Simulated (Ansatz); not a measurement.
**TaF5: geometry, orbitals and charge**

Aim: characterise TaF5 as a singlet: its structure, frontier levels and distribution of charge.

Method: RKS PBE0-D4/def2-TZVP; program: Ansatz 0.2.0, Gaussian basis.

The runs, in order: relaxation at PBE0-D4/def2-SVP; a search for the lowest solution at PBE0-D4/def2-SVP; a single point at PBE0-D4/def2-TZVP.

## 1. Where the work starts

6 atoms, charge 0, spin multiplicity 1.

Atoms are counted from 1 here; the program's logs count them from 0.

Bond lengths: Ta1–F2 1.796 Å, Ta1–F3 1.796 Å, Ta1–F4 1.818 Å, Ta1–F5 1.819 Å, Ta1–F6 1.819 Å. Angles: F2–Ta1–F3 180.0°, F2–Ta1–F4 90.0°, F2–Ta1–F5 90.0°, F2–Ta1–F6 90.0°, F3–Ta1–F4 90.0°, F3–Ta1–F5 90.0°, F3–Ta1–F6 90.0°, F4–Ta1–F5 120.0°, F4–Ta1–F6 120.0°, F5–Ta1–F6 120.0°.

Geometry (Å):

```xyz
6
F5Ta
Ta   -0.0001    0.0000   -0.0001
F    -0.0150   -0.0051    1.7957
F     0.0152    0.0050   -1.7955
F     1.8183    0.0100    0.0151
F    -0.9178    1.5700   -0.0031
F    -0.9006   -1.5799   -0.0122
```

Formally the metal is d0. Ta takes a core potential in the def2 sets. No spin-orbit coupling is included.

The start is a GFN2-xTB geometry.

## 2. Relaxation at PBE0-D4/def2-SVP

in.yaml reads:

```yaml
crystal:
  periodic: [false, false, false]
  atoms:
    - {symbol: Ta, position_ang: [-0.000130, -0.000020, -0.000050]}
    - {symbol: F, position_ang: [-0.014960, -0.005060, 1.795730]}
    - {symbol: F, position_ang: [0.015220, 0.005050, -1.795500]}
    - {symbol: F, position_ang: [1.818270, 0.009960, 0.015090]}
    - {symbol: F, position_ang: [-0.917820, 1.569960, -0.003110]}
    - {symbol: F, position_ang: [-0.900580, -1.579890, -0.012160]}
basis:
  gaussian: {orbitals: def2-SVP}
hamiltonian: {xc: pbe0, dispersion: d4}
scf: {omitted_lower_state_checks: [starts]}
output: {orbitals: {seedname: orbitals}}
relax: {f_tol: 0.02, max_steps: 100}
```

Command:

```console
$ ansatz run in.yaml --threads 2 --pin off --events-out ev --progress --plain --max-ram 32768MiB --backend cpu
```

The runs that follow: Searching for the lowest solution, PBE0-D4/def2-SVP; Single point, PBE0-D4/def2-TZVP.

**Question.** What will the summary of the whole plan be? Wanted: point group; near neighbours of the metal; HOMO, LUMO at PBE0-D4/def2-TZVP; charge on the metal; dipole at PBE0-D4/def2-SVP.

**Answer**, as computed:

```
                                         quantity                                     value
                                      point group                                       D3h
                     near neighbours of the metal  F 1.88, F 1.88, F 1.85, F 1.85, F 1.85 Å
                  HOMO, LUMO at PBE0-D4/def2-TZVP                          -12.27, -2.57 eV
charge on the metal (Mulliken, PBE0-D4/def2-TZVP)                                   +1.76 e
                       dipole at PBE0-D4/def2-SVP                                    0.00 D
```

What this shows: The molecule keeps its bonding pattern by the stored test; the atoms moved 0.05 Å (rms). The metal has 5 near neighbours by the distance rule, from 1.85 to 1.88 Å. The Mulliken charge of the metal, +1.76 e, depends on the basis and isn't its oxidation state. No usable vibrations, so a minimum isn't proven. Whether this spin is the lowest isn't tested here.
